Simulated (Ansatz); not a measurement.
# CH₄AlBSi (SMILES B[Si]1=[CH][AlH]1): single points off equilibrium

The atoms stand at a frame of a short trajectory. How far do the functionals agree with CCSD(T) there?

Computed with Ansatz 0.2.0, Gaussian basis. Level: single points in def2-TZVPP.

Cores are frozen in the correlated methods.

**1. The starting structure**

SMILES `B[Si]1=[CH][AlH]1`, 8 atoms, charge 0, spin multiplicity 1.

Atoms are counted from 1 here; the program's logs count them from 0.

Bond lengths: B1–Si2 1.979 Å, B1–H5 1.212 Å, B1–H6 1.176 Å, Si2–C3 1.701 Å, Si2–Al4 2.329 Å, C3–Al4 1.826 Å, C3–H7 1.093 Å, Al4–H8 1.620 Å. Angles: Si2–B1–H5 121.0°, Si2–B1–H6 110.7°, H5–B1–H6 124.1°, B1–Si2–C3 155.6°, B1–Si2–Al4 151.5°, C3–Si2–Al4 51.0°, Si2–C3–Al4 82.6°, Si2–C3–H7 132.0°, Al4–C3–H7 145.0°, Si2–Al4–C3 46.4°, Si2–Al4–H8 151.4°, C3–Al4–H8 162.2°.

Coordinates:

```mol
CH4AlBSi
  3D, bonds by distance, orders not assigned

  8  8  0  0  0  0  0  0  0  0999 V2000
   -0.4834    2.0942   -0.2828 B   0  0
    0.1909    0.2507   -0.0332 Si  0  0
    1.0357   -0.9961    0.7567 C   0  0
    0.0067   -2.0536   -0.3196 Al  0  0
   -1.6731    2.3239   -0.3206 H   0  0
    0.3348    2.7710   -0.7887 H   0  0
    1.7433   -0.9860    1.5898 H   0  0
   -0.6652   -3.3501   -1.0218 H   0  0
  1  2  8  0
  1  5  8  0
  1  6  8  0
  2  3  8  0
  2  4  8  0
  3  4  8  0
  3  7  8  0
  4  8  8  0
M  END
```

**2. PBE-D4/def2-TZVPP**

Input file run/in.yaml:

```yaml
crystal:
  periodic: [false, false, false]
  atoms:
    - {symbol: B, position_ang: [-0.483383, 2.094163, -0.282846]}
    - {symbol: Si, position_ang: [0.190858, 0.250663, -0.033187]}
    - {symbol: C, position_ang: [1.035668, -0.996143, 0.756652]}
    - {symbol: Al, position_ang: [0.006677, -2.053580, -0.319630]}
    - {symbol: H, position_ang: [-1.673084, 2.323941, -0.320589]}
    - {symbol: H, position_ang: [0.334785, 2.770966, -0.788669]}
    - {symbol: H, position_ang: [1.743264, -0.986019, 1.589759]}
    - {symbol: H, position_ang: [-0.665171, -3.350112, -1.021769]}
basis:
  gaussian: {orbitals: def2-TZVPP}
hamiltonian: {xc: pbe, dispersion: d4}
output: {forces: true}
```

Started as:

```console
$ ansatz run in.yaml --threads 2 --pin off --events-out ev --progress --plain --max-ram 3481MiB
```

Standard output:

```text
Functional definition: PBE
  name "PBE"
  cite "Perdew, Burke & Ernzerhof, Phys. Rev. Lett. 77, 3865 (1996) doi:10.1103/PhysRevLett.77.3865"
  parent pbe
  parameter kappa = 0.804
  parameter beta = 0.06672455060314922
  exchange = pbe_x(kappa = kappa, mu = beta*pi^2/3)
  correlation = pbe_c(beta = beta)
1142 factors; their error is unknown
mean field evaluation 1: about -16222.5409 eV, gradient 8.3e1 eV
mean field evaluation 2: about -16150.5891 eV, gradient 1.3e2 eV
mean field evaluation 4: about -16229.2582 eV, gradient 5.0e1 eV
mean field evaluation 8: about -16240.1078 eV, gradient 1.1e0 eV
mean field evaluation 16: about -16240.0851 eV, gradient 6.3e-3 eV
mean field -16240.08506378 eV, -596.8121181690 hartree, gradient 2.9e-5 eV, S^2 0.000000; 0 other end points of the search recorded, 0 dependent functions left out
the calculation of the forces begins
reference -16240.08511277 eV, -596.8121199691 hartree; 21, 21 occupied and 181, 181 virtual orbitals, 1142 factors
Total energy: -16240.26418264 eV, -596.8187006655 hartree
Atom 0 at    -0.483383     2.094163    -0.282846 Å, force    -0.025928    -0.894499     0.055628 eV/Å
Atom 1 at     0.190858     0.250663    -0.033187 Å, force    -1.814342     1.709253    -0.930445 eV/Å
Atom 2 at     1.035668    -0.996143     0.756652 Å, force     1.906692    -0.944987     1.635239 eV/Å
Atom 3 at     0.006677    -2.053580    -0.319630 Å, force    -0.805149    -0.663605    -1.027064 eV/Å
Atom 4 at    -1.673084     2.323941    -0.320589 Å, force     0.357364     0.004871     0.264111 eV/Å
Atom 5 at     0.334785     2.770966    -0.788669 Å, force     0.198390     0.611408    -0.395926 eV/Å
Atom 6 at     1.743264    -0.986019     1.589759 Å, force    -0.138333    -0.070043     0.126881 eV/Å
Atom 7 at    -0.665171    -3.350112    -1.021769 Å, force     0.321307     0.247602     0.271575 eV/Å
Dipole moment:     0.071940    -0.267442     0.079873 e Å
```

It took 2.4 s on 2 threads of Arm Neoverse V2, shared host; peak memory 0.22 GiB.

**3. r2SCAN-D4/def2-TZVPP**

run/in.yaml, as its differences from that of step 2:

```diff
@@ -13,3 +13,3 @@
   gaussian: {orbitals: def2-TZVPP}
-hamiltonian: {xc: pbe, dispersion: d4}
+hamiltonian: {xc: r2scan, dispersion: d4}
 output: {forces: true}
```

Started as:

```console
$ ansatz run in.yaml --threads 2 --pin off --events-out ev --progress --plain --max-ram 3481MiB
```

Standard output, shortened:

```text
Functional definition: r2SCAN
  name "r2SCAN"
  cite "Furness, Kaplan, Ning, Perdew & Sun, J. Phys. Chem. Lett. 11, 8208 (2020) doi:10.1021/acs.jpclett.0c02405"
  cite "Furness, Kaplan, Ning, Perdew & Sun, J. Phys. Chem. Lett. 11, 9248 (2020) doi:10.1021/acs.jpclett.0c03077"
  parent r2scan
[...]
1142 factors; their error is unknown
[...]
mean field -16247.84162285 eV, -597.0971664571 hartree, gradient 8.3e-5 eV, S^2 0.000000; 0 other end points of the search recorded, 0 dependent functions left out
[...]
reference -16247.84163782 eV, -597.0971670073 hartree; 21, 21 occupied and 181, 181 virtual orbitals, 1142 factors
Total energy: -16247.88236900 eV, -597.0986638507 hartree
Atom 0 at    -0.483383     2.094163    -0.282846 Å, force    -0.017435    -0.827890    -0.025791 eV/Å
Atom 1 at     0.190858     0.250663    -0.033187 Å, force    -1.793989     1.337358    -0.885645 eV/Å
Atom 2 at     1.035668    -0.996143     0.756652 Å, force     1.902990    -0.872845     1.661483 eV/Å
Atom 3 at     0.006677    -2.053580    -0.319630 Å, force    -0.799798    -0.479864    -1.021355 eV/Å
Atom 4 at    -1.673084     2.323941    -0.320589 Å, force     0.536528     0.000057     0.282640 eV/Å
Atom 5 at     0.334785     2.770966    -0.788669 Å, force     0.055254     0.558482    -0.324572 eV/Å
Atom 6 at     1.743264    -0.986019     1.589759 Å, force    -0.285083    -0.061980    -0.035924 eV/Å
Atom 7 at    -0.665171    -3.350112    -1.021769 Å, force     0.401534     0.346680     0.349165 eV/Å
Dipole moment:     0.068158    -0.229535     0.086967 e Å
```

Run time: 4.7 s. Hardware: 2 threads of Arm Neoverse V2, shared host; peak memory 0.24 GiB.

**4. PBE0-D4/def2-TZVPP**

run/in.yaml, as its differences from that of step 3:

```diff
@@ -13,3 +13,3 @@
   gaussian: {orbitals: def2-TZVPP}
-hamiltonian: {xc: r2scan, dispersion: d4}
-output: {forces: true}
+hamiltonian: {xc: pbe0, dispersion: d4}
+output: {forces: true, orbitals: {seedname: orbitals}}
```

Started as:

```console
$ ansatz run in.yaml --threads 2 --pin off --events-out ev --progress --plain --max-ram 3481MiB
```

Standard output, shortened:

```text
Functional definition: PBE0
  name "PBE0"
  cite "Adamo & Barone, J. Chem. Phys. 110, 6158 (1999) doi:10.1063/1.478522"
[... 2 set-up lines as earlier in the session ...]
[...]
1176 factors; their error is unknown
[...]
mean field -16241.60873805 eV, -596.8681121657 hartree, gradient 3.3e-5 eV, S^2 0.000000; 0 other end points of the search recorded, 0 dependent functions left out
[...]
reference -16241.60877445 eV, -596.8681135033 hartree; 21, 21 occupied and 181, 181 virtual orbitals, 1176 factors
Total energy: -16241.76108250 eV, -596.8737107207 hartree
Atom 0 at    -0.483383     2.094163    -0.282846 Å, force    -0.018444    -0.816019    -0.027331 eV/Å
Atom 1 at     0.190858     0.250663    -0.033187 Å, force    -1.765035     1.149493    -0.890533 eV/Å
Atom 2 at     1.035668    -0.996143     0.756652 Å, force     1.857804    -0.766067     1.662753 eV/Å
Atom 3 at     0.006677    -2.053580    -0.319630 Å, force    -0.777636    -0.412007    -0.998415 eV/Å
Atom 4 at    -1.673084     2.323941    -0.320589 Å, force     0.520532    -0.005208     0.288583 eV/Å
Atom 5 at     0.334785     2.770966    -0.788669 Å, force     0.076450     0.576199    -0.317597 eV/Å
Atom 6 at     1.743264    -0.986019     1.589759 Å, force    -0.292223    -0.082044    -0.067452 eV/Å
Atom 7 at    -0.665171    -3.350112    -1.021769 Å, force     0.398551     0.355653     0.349993 eV/Å
Dipole moment:     0.053662    -0.200024     0.082408 e Å
```

It took 4 s on 2 threads of Arm Neoverse V2, shared host; peak memory 0.45 GiB.

**5. wB97M-V/def2-TZVPP**

run/in.yaml, as its differences from that of step 4:

```diff
@@ -13,3 +13,3 @@
   gaussian: {orbitals: def2-TZVPP}
-hamiltonian: {xc: pbe0, dispersion: d4}
-output: {forces: true, orbitals: {seedname: orbitals}}
+hamiltonian: {xc: {name: wB97M-V}}
+output: {forces: true}
```

Started as:

```console
$ ansatz run in.yaml --threads 2 --pin off --events-out ev --progress --plain --max-ram 3481MiB
```

Standard output, shortened:

```text
Functional definition: wB97M-V
  name "wB97M-V"
  cite "Mardirossian & Head-Gordon, J. Chem. Phys. 144, 214110 (2016) doi:10.1063/1.4952647"
  cite "Becke, J. Chem. Phys. 107, 8554 (1997) doi:10.1063/1.475007"
  cite "Vydrov & Van Voorhis, J. Chem. Phys. 133, 244103 (2010) doi:10.1063/1.3521275"
  # Of w^i u^j: cxij and so on, Table III.
[...]
  gx(w, u) = 1 - cx + cx01*u + cx10*w
  gss(w, u) = css00 + css04*u^4 + css10*w + css20*w^2 + css43*w^4*u^3
  gos(w, u) = cos00 + cos10*w + (cos20 + cos21*u)*w^2 + (cos60 + cos61*u)*w^6
[...]
      + integral(e_c_pw_mod_opposite_spin*gos(b97_w_opposite, b97_u_opposite)) + vv10(b, c)
1148 factors; their error is unknown
284 factors; integrals over basis functions are off by at most 1.6e-5 eV
[...]
mean field -16248.30109267 eV, -597.1140516615 hartree, gradient 4.0e-5 eV, S^2 0.000000; 0 other end points of the search recorded, 0 dependent functions left out
[...]
reference -16248.30115072 eV, -597.1140537949 hartree; 21, 21 occupied and 181, 181 virtual orbitals, 1148 factors
Total energy: -16248.30115072 eV, -597.1140537949 hartree
Atom 0 at    -0.483383     2.094163    -0.282846 Å, force    -0.025414    -0.699889    -0.061673 eV/Å
Atom 1 at     0.190858     0.250663    -0.033187 Å, force    -1.752941     0.961856    -0.953243 eV/Å
Atom 2 at     1.035668    -0.996143     0.756652 Å, force     1.801996    -0.701241     1.690679 eV/Å
Atom 3 at     0.006677    -2.053580    -0.319630 Å, force    -0.781479    -0.448988    -1.004127 eV/Å
Atom 4 at    -1.673084     2.323941    -0.320589 Å, force     0.672598    -0.023206     0.291959 eV/Å
Atom 5 at     0.334785     2.770966    -0.788669 Å, force    -0.047042     0.496415    -0.241513 eV/Å
Atom 6 at     1.743264    -0.986019     1.589759 Å, force    -0.333892    -0.084786    -0.143243 eV/Å
Atom 7 at    -0.665171    -3.350112    -1.021769 Å, force     0.466174     0.499838     0.421160 eV/Å
Dipole moment:     0.035734    -0.161836     0.081140 e Å
```

It took 12 s on 2 threads of Arm Neoverse V2, shared host; peak memory 0.57 GiB.

**6. CCSD(T)/def2-TZVPP**

run/in.yaml, as its differences from that of step 5:

```diff
@@ -13,3 +13,3 @@
   gaussian: {orbitals: def2-TZVPP}
-hamiltonian: {xc: {name: wB97M-V}}
+correlation: {method: ccsd_t}
 output: {forces: true}
```

Started as:

```console
$ ansatz run in.yaml --threads 2 --pin off --events-out ev --progress --plain --max-ram 3481MiB
```

Standard output, shortened:

```text
Functional definition: HF
  name "HF"
  cite "Fock, Z. Phys. 61, 126 (1930) doi:10.1007/BF01340294"
[... 1 set-up line as earlier in the session ...]
[...]
1188 factors; integrals over basis functions are off by at most 1.1e-3 eV
[...]
mean field -16207.90853594 eV, -595.6296525810 hartree, gradient 4.4e-6 eV, S^2 0.000000; 0 other end points of the search recorded, 0 dependent functions left out; unrestricted orbitals would lower it
12 core orbitals not correlated: weight in the atoms' cores, before any rotation towards them, 1.000 or more for the frozen orbitals, at most 0.000 for the correlated occupied ones
reference -16207.90853594 eV, -595.6296525810 hartree; 9, 9 occupied and 181, 181 virtual orbitals, 1188 factors
second order -12.16568074 eV of doubles, -0.00000000 eV of singles
cycle   1  -12.72327002 eV  change   -5.6e-1 eV  update   1.1e-1
[...]
cycle  15  -13.26792080 eV  change    2.6e-6 eV  update   2.6e-6
perturbative correction -0.73255539 eV, -0.0269209141 hartree
[...]
working
working
working
working
working
working
Total energy: -16221.90901213 eV, -596.1441605910 hartree
Atom 0 at    -0.483383     2.094163    -0.282846 Å, force    -0.060859    -0.634584    -0.045798 eV/Å
Atom 1 at     0.190858     0.250663    -0.033187 Å, force    -1.913611     1.411100    -1.070069 eV/Å
Atom 2 at     1.035668    -0.996143     0.756652 Å, force     2.243217    -0.914663     2.045296 eV/Å
Atom 3 at     0.006677    -2.053580    -0.319630 Å, force    -0.969090    -0.739548    -1.207652 eV/Å
Atom 4 at    -1.673084     2.323941    -0.320589 Å, force     0.540962    -0.000012     0.280707 eV/Å
Atom 5 at     0.334785     2.770966    -0.788669 Å, force     0.044601     0.585689    -0.302757 eV/Å
Atom 6 at     1.743264    -0.986019     1.589759 Å, force    -0.296902    -0.075968    -0.070916 eV/Å
Atom 7 at    -0.665171    -3.350112    -1.021769 Å, force     0.411682     0.367985     0.371190 eV/Å
Dipole moment:     0.055771    -0.213849     0.091975 e Å
```

Wall time 7.2 min (2 threads of Arm Neoverse V2, shared host); peak memory 2.3 GiB.

**7. Comparison**

```tsv
method	RMS force component (eV/Å)	RMS error against CCSD(T) (eV/Å)	angle to CCSD(T) forces (°)	dipole (D)
PBE-D4	0.873	0.172	9.8	1.38
r2SCAN-D4	0.837	0.143	5.9	1.22
PBE0-D4	0.811	0.166	6.2	1.07
wB97M-V	0.802	0.187	7.8	0.89
CCSD(T)	0.948	reference	reference	1.15
```

Energy less the free neutral atoms in their ground states at the same level (atoms from separate runs):

```tsv
method	rung	energy less atoms (kJ/mol)	from CCSD(T) (kJ/mol)
PBE-D4	GGA	-2530.1	-135.7
r2SCAN-D4	meta-GGA	-2513.7	-119.3
PBE0-D4	hybrid	-2487.5	-93.1
wB97M-V	range-separated hybrid	-2472.4	-78.0
Hartree-Fock	wavefunction	-1786.3	+608.1
MP2	wavefunction	-2431.7	-37.3
CCSD	wavefunction	-2342.0	+52.4
CCSD(T)	wavefunction	-2394.4	0
```

What each level took, beside its miss in the forces (shared host):

```tsv
method	time	RMS force error (eV/Å)
PBE-D4	2.4 s	0.172
r2SCAN-D4	4.7 s	0.143
PBE0-D4	4 s	0.166
wB97M-V	12 s	0.187
CCSD(T)	7.2 min	0
```

**8. Results**

| quantity | value |
| --- | --- |
| energy less free atoms, CCSD(T)/def2-TZVPP | -2394.4 kJ/mol |
| RMS force component | 0.802 to 0.948 eV/Å over the methods |
| RMS force error | PBE-D4 0.172, r2SCAN-D4 0.143, PBE0-D4 0.166, wB97M-V 0.187 eV/Å |
| HOMO and LUMO, PBE0-D4 | -5.87 and -2.66 eV |
| T1 diagnostic | 0.024 |

Against CCSD(T) the functionals' energies less atoms differ by -135.7 to -78.0 kJ/mol, PBE-D4 by -135.7 kJ/mol. CCSD(T) in triple zeta still lacks some correlation energy of the bonds, so part of these gaps is its own basis error and they don't rank the functionals. The forces of r2SCAN-D4 come nearest to CCSD(T), those of wB97M-V are farthest. Frozen-core CCSD(T) forces in triple zeta carry basis errors of their own, and this is one geometry, so small gaps rank nothing. The restricted Hartree–Fock reference is unstable towards an unrestricted one at one or more of these structures.
